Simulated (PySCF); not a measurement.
# (Cl2In-mu-SH)2: geometry, NMR shifts and electronic excitations

What NMR shifts and electronic excitations should (Cl2In-mu-SH)2 show?

The runs use PySCF 2.14.0, with density-fitted response routines of our own; the level of theory stands in each step. All values are computed, except where a source is named. Atoms are numbered from 0 throughout.

### 1 The molecule as given

10 atoms, charge 0, multiplicity 1; geometry from: GFN2-xTB. The atoms were then displaced at random by about 0.03 Å, so the start is not that level's minimum.

Bonds of the start (Å): In0–Cl1 2.26, In0–Cl2 2.21, In0–S3 2.66, In0–S7 2.57, S3–In4 2.71, S3–H8 1.42, In4–Cl5 2.32, In4–Cl6 2.24, In4–S7 2.60, S7–H9 1.29.

### 2 Geometry optimisation at PBE0-D3(BJ)/def2-SVP

Job settings and geometry (Å):

```
{"job": {"xc": "PBE0", "basis": "def2-SVP", "d3": "d3bj", "grid": 1, "maxiter": 40, "shake": 0.03, "kind": "geom"}, "charge": 0, "multiplicity": 1}
In     1.729490    -0.489950     0.140210
Cl     2.764580    -0.751120    -1.850060
Cl     2.441830    -0.577070     2.225260
S      0.563780     1.904900     0.055200
In    -1.676980     0.391390    -0.157540
Cl    -2.785450     0.742840     1.844630
Cl    -2.482170     0.569090    -2.245520
S     -0.417640    -1.882250    -0.088590
H      0.361170     1.931580     1.456670
H     -0.373950    -1.916170    -1.375850
```

On the command line:

```
> OMP_NUM_THREADS=1 python probes_run.py task.json out
```

The driver reads the jobs from task.json and runs them one after another.

**Question.** This job is followed by: GIAO PBE0/pcSseg-1 In:def2-TZVP NMR shielding, non-relativistic, gas phase; TDDFT PBE0/def2-SVPD, vertical, gas phase, core orbitals frozen in the response; GIAO B3LYP/pcSseg-1 In:def2-TZVP NMR shielding, non-relativistic, gas phase. What will the session give for the following? point group; rotational constants (main isotopes); ¹H shifts against TMS (PBE0/def2-TZVP+pcSseg-1, means over atoms taken as alike); ³⁵Cl shifts against HCl (PBE0/def2-TZVP+pcSseg-1, means over atoms taken as alike); ³³S shifts against CS2 (PBE0/def2-TZVP+pcSseg-1, means over atoms taken as alike); surface potential, 1st and 99th percentile; lowest singlet (PBE0/def2-SVPD); brightest single state of those computed; lowest triplet; vertical ionisation energy (ΔSCF); vertical electron affinity (ΔSCF); range of the shift of S3.

As calculated:

| quantity | value |
| --- | --- |
| point group | C2h |
| rotational constants (main isotopes) | 0.60, 0.25, 0.21 GHz |
| ¹H shifts against TMS (PBE0/def2-TZVP+pcSseg-1, means over atoms taken as alike) | 2.51 ppm |
| ³⁵Cl shifts against HCl (PBE0/def2-TZVP+pcSseg-1, means over atoms taken as alike) | 25 ppm |
| ³³S shifts against CS2 (PBE0/def2-TZVP+pcSseg-1, means over atoms taken as alike) | -96 ppm |
| surface potential, 1st and 99th percentile | -0.43 V and 2.34 V |
| lowest singlet (PBE0/def2-SVPD) | 5.13 eV (242 nm), f = 0.000 |
| brightest single state of those computed | state 6, 5.35 eV, f = 0.203 |
| lowest triplet | 4.72 eV |
| vertical ionisation energy (ΔSCF) | 10.66 eV |
| vertical electron affinity (ΔSCF) | 1.52 eV |
| range of the shift of S3 | -96 to -66 ppm |

What this shows: The start was shaken at random, so part of the energy gained undoes that. The optimisation took 10 steps and gained 0.490 eV; among the close pairs (by a distance rule), S3–In4 changed most, from 2.712 to 2.573 Å. No frequency check was run at this level, so the end point may be a saddle. At PBE0/def2-TZVP+pcSseg-1, counted by nearest atom on the grid, the HOMO lies on S3, S7 about 29 % each; 4 Cl atoms about 8 % each, the LUMO on In0, In4 about 20 % each; S3, S7 about 11 % each. The lowest singlet, at 5.13 eV, is HOMO−1→LUMO 0.72, HOMO→LUMO+1 0.25 and is dark; of the 10 states computed, the strongest absorption comes from states 3 to 6 together at 5.35 eV. The lowest triplet lies 0.40 eV below the lowest singlet (triplets in Tamm-Dancoff, singlets in full TDDFT). Spin-orbit coupling, left out, mixes singlets and triplets in elements this heavy. The orbital energy would give 9.18 eV for ionisation, ΔSCF gives 10.66 eV. In this run the hole sits in HOMO−1, not in the HOMO; unless the two are degenerate, this need not be the first ionisation. Across the 2 runs the shift of S3 (with its like atoms) moves most, between -96 (PBE0/def2-TZVP+pcSseg-1) and -66 ppm (B3LYP/def2-TZVP+pcSseg-1). Spin-orbit coupling is left out, which matters for shieldings and couplings at and beside the heavy atoms.
